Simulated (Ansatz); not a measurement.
# CH₄FNOSi: up Jacob's ladder to CCSD(T)

An exercise on one series of results from a longer session: the logs are not shown, and one member is left open.

Program: Ansatz 0.2.0, Gaussian basis. Level of theory: functionals in def2-TZVPP, the program's frozen cores in correlated methods. These are calculated values, not measurements.

The runs, in order: LDA (SPW92), PBE-D4, revPBE-D4, BLYP-D4, r2SCAN-D4, B97M-V, PBE0-D4, B3LYP-D4, r2SCANh-D4, r2SCAN0-D4, HSE06-D4, BHLYP-D4, CAM-B3LYP-D4, LC-ωPBE, ωB97X-V, ωB97M-V, B2PLYP, PBE-QIDH; CCSD(T)/def2-SVP; CCSD(T)/def2-TZVPP; MP2/def2-QZVPP; extrapolation to the limit; RPA on PBE.

**The geometry**

An earlier PBE0-D4 in a triple-zeta def2 set relaxation fixed the geometry.

SMILES `O/C(F)=N/[SiH3]`, 9 atoms, charge 0, spin multiplicity 1.

Atoms are counted from 1 here; the program's logs count them from 0.

Bond lengths: O1–C2 1.325 Å, O1–H6 0.965 Å, C2–F3 1.329 Å, C2–N4 1.240 Å, N4–Si5 1.727 Å, Si5–H7 1.484 Å, Si5–H8 1.484 Å, Si5–H9 1.487 Å. Angles: C2–O1–H6 106.5°, O1–C2–F3 107.4°, O1–C2–N4 126.6°, F3–C2–N4 126.0°, C2–N4–Si5 130.8°, N4–Si5–H7 107.8°, N4–Si5–H8 107.8°, N4–Si5–H9 113.6°, H7–Si5–H8 109.1°, H7–Si5–H9 109.2°, H8–Si5–H9 109.2°.

The first run:

File in.yaml:

```yaml
crystal:
  periodic: [false, false, false]
  atoms:
    - {symbol: O, position_ang: [-1.699013, 1.438153, 1.020917]}
    - {symbol: C, position_ang: [-0.711861, 0.588319, 0.776762]}
    - {symbol: F, position_ang: [-0.268486, 0.147383, 1.949274]}
    - {symbol: N, position_ang: [-0.276710, 0.260208, -0.337522]}
    - {symbol: Si, position_ang: [0.991867, -0.825921, -0.777312]}
    - {symbol: H, position_ang: [-2.010476, 1.749508, 0.162008]}
    - {symbol: H, position_ang: [1.996273, -0.059029, -1.555110]}
    - {symbol: H, position_ang: [0.407018, -1.879169, -1.643603]}
    - {symbol: H, position_ang: [1.659789, -1.465850, 0.387487]}
basis:
  gaussian: {orbitals: def2-TZVPP}
hamiltonian: {xc: lda}
output: {orbitals: {seedname: orbitals}}
```

Run with:

```bash
ansatz run in.yaml --threads 2 --pin off --events-out ev --progress --plain --max-ram 4352MiB
```

Steps of the session up to this table: LDA; PBE-D4 (GGA); revPBE-D4 (GGA); BLYP-D4 (GGA); r2SCAN-D4 (meta-GGA); B97M-V (meta-GGA); B3LYP-D4 (hybrid); r2SCANh-D4 (hybrid); r2SCAN0-D4 (hybrid); HSE06-D4 (hybrid); BHLYP-D4 (hybrid); CAM-B3LYP-D4 (range-separated); LC-ωPBE (range-separated); ωB97X-V (range-separated); ωB97M-V (range-separated); B2PLYP (double hybrid); PBE-QIDH (double hybrid).

One of the session's tables, all rows but one given; the rest of the session is left out.

It belongs to the step «Orbital energies across the functionals». 

```
  functional  HOMO (eV)  gap (eV)
 LDA (SPW92)      -6.91      5.75
      PBE-D4          ?         ?
   revPBE-D4      -6.69      5.91
     BLYP-D4      -6.65      5.87
   r2SCAN-D4      -7.09      6.48
      B97M-V      -7.23      6.72
     PBE0-D4      -8.24      8.43
    B3LYP-D4      -8.00      7.92
  r2SCANh-D4      -7.64      7.42
  r2SCAN0-D4      -8.47      8.84
    HSE06-D4      -7.83      7.64
    BHLYP-D4      -9.65     10.76
CAM-B3LYP-D4      -9.68     10.91
     LC-ωPBE     -11.03     13.56
     ωB97X-V     -10.68     13.02
     ωB97M-V     -10.57     12.49
```

Q: Estimate the row for PBE-D4 from the others.

As computed: HOMO (eV): -6.75; gap (eV): 5.87. In the column «HOMO (eV)» it lies between LDA (SPW92) (-6.91) and revPBE-D4 (-6.69).
